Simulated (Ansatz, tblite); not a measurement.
**The cluster Pt₄Au+: a ladder of methods and basis sets**

Aim: run the singlet of the cluster Pt₄Au+ at one geometry on many levels, and compare frontier levels, spin and run time.

Method: as each input shows; program: Ansatz 0.2.0, Gaussian basis.

Plan: GFN1-xTB, GFN2-xTB, PBE-D4/def2-TZVP, r2SCAN-D4/def2-TZVP, BHLYP-D4/def2-TZVP, B2PLYP/def2-TZVP, HF/def2-TZVP, PBE-D4/def2-SVP, PBE0-D4/def2-SVP, CCSD(T)/def2-SVP, MP2/def2-TZVP.

4 further runs of the same task are left out: 4 set aside as unsound or not needed.

## 1. The relaxed structure

The singlet was relaxed beforehand with r2SCAN-D4/def2-SVP. At that level it is the lowest of the isomers that a small search found.

5 atoms, charge 1, spin multiplicity 1.

Bond lengths: Pt1–Pt2 2.842 Å, Pt1–Pt3 2.516 Å, Pt1–Pt4 2.472 Å, Pt2–Pt3 2.516 Å, Pt2–Pt4 2.472 Å, Pt3–Pt4 2.708 Å, Pt3–Au5 2.502 Å. Angles: Pt2–Pt1–Pt3 55.6°, Pt2–Pt1–Pt4 54.9°, Pt3–Pt1–Pt4 65.8°, Pt1–Pt2–Pt3 55.6°, Pt1–Pt2–Pt4 54.9°, Pt3–Pt2–Pt4 65.8°, Pt1–Pt3–Pt2 68.8°, Pt1–Pt3–Pt4 56.3°, Pt1–Pt3–Au5 109.8°, Pt2–Pt3–Pt4 56.3°, Pt2–Pt3–Au5 109.8°, Pt4–Pt3–Au5 162.1°, Pt1–Pt4–Pt2 70.2°, Pt1–Pt4–Pt3 57.9°, Pt2–Pt4–Pt3 57.9°.

Au, Pt take a core potential in the def2 sets. No spin-orbit coupling is included. The ion is computed in the gas phase, without counter-ions or solvent.

PBE0-D4/def2-TZVP was run before; its log isn't repeated, and its numbers join the tables.

## 2. GFN1-xTB

Tight binding, by tblite at 300 K electronic temperature and without a spin-polarisation term:

```python
tblite.interface.Calculator('GFN1-xTB', numbers, positions, charge=1, uhf=0).singlepoint()
```

Energy -579.9417 eV, HOMO -16.56 eV, LUMO -15.94 eV; 0.03 s.

## 3. GFN2-xTB

Tight binding, by tblite at 300 K electronic temperature and without a spin-polarisation term:

```python
tblite.interface.Calculator('GFN2-xTB', numbers, positions, charge=1, uhf=0).singlepoint()
```

Energy -590.4106 eV, HOMO -13.45 eV, LUMO -13.17 eV; 0.058 s.

## 4. PBE-D4/def2-TZVP

start.molden holds the orbitals of an earlier run on this state, given as this run's starting guess.

Contents of in.yaml:

```yaml
crystal:
  periodic: [false, false, false]
  atoms:
    - {symbol: Pt, position_ang: [-1.725282, -0.472563, 0.062961]}
    - {symbol: Pt, position_ang: [0.080808, 1.580006, 0.837229]}
    - {symbol: Pt, position_ang: [0.760483, -0.549877, -0.316167]}
    - {symbol: Pt, position_ang: [-0.381602, -0.470863, 2.138377]}
    - {symbol: Au, position_ang: [1.265595, -0.086714, -2.722400]}
basis:
  gaussian: {orbitals: def2-TZVP, initial_orbitals: start.molden}
total_charge: 1
hamiltonian: {xc: pbe, dispersion: d4}
scf: {omitted_lower_state_checks: [starts]}
output: {forces: true, orbitals: {seedname: orbitals}}
```

Launch:

```console
$ ansatz run in.yaml --threads 4 --pin off --events-out ev --progress --plain --max-ram 4787MiB
```

After this run come: r2SCAN-D4/def2-TZVP; BHLYP-D4/def2-TZVP; B2PLYP/def2-TZVP; HF/def2-TZVP; PBE-D4/def2-SVP; PBE0-D4/def2-SVP; CCSD(T)/def2-SVP; MP2/def2-TZVP.

Before running them: what should the planned runs give, taken together? Wanted: gap in def2-TZVP, named functionals and Hartree-Fock, smallest and largest; correlation energy, CCSD(T)/def2-SVP; correlation energy, MP2/def2-TZVP; PBE0 total energy, smallest basis above largest.

**Answer**, as computed:

```
                                                                  quantity                              value
gap in def2-TZVP, named functionals and Hartree-Fock, smallest and largest  0.01 eV (r2SCAN-D4), 7.55 eV (HF)
                                      correlation energy, CCSD(T)/def2-SVP                          -48.78 eV
                                         correlation energy, MP2/def2-TZVP                          -62.63 eV
                           PBE0 total energy, smallest basis above largest      1.28 eV (def2-SVP, def2-TZVP)
```

Orbital gaps of the named functionals and Hartree-Fock in def2-TZVP span 0.01 eV (r2SCAN-D4) to 7.55 eV (HF); exact exchange widens it. PBE-D4 leaves an empty level below a filled one, so this occupation isn't an aufbau state there; left out of the range. Notes on CCSD(T)/def2-SVP and its Hartree-Fock reference, which MP2 shares: restricted state is unstable towards broken spin symmetry.
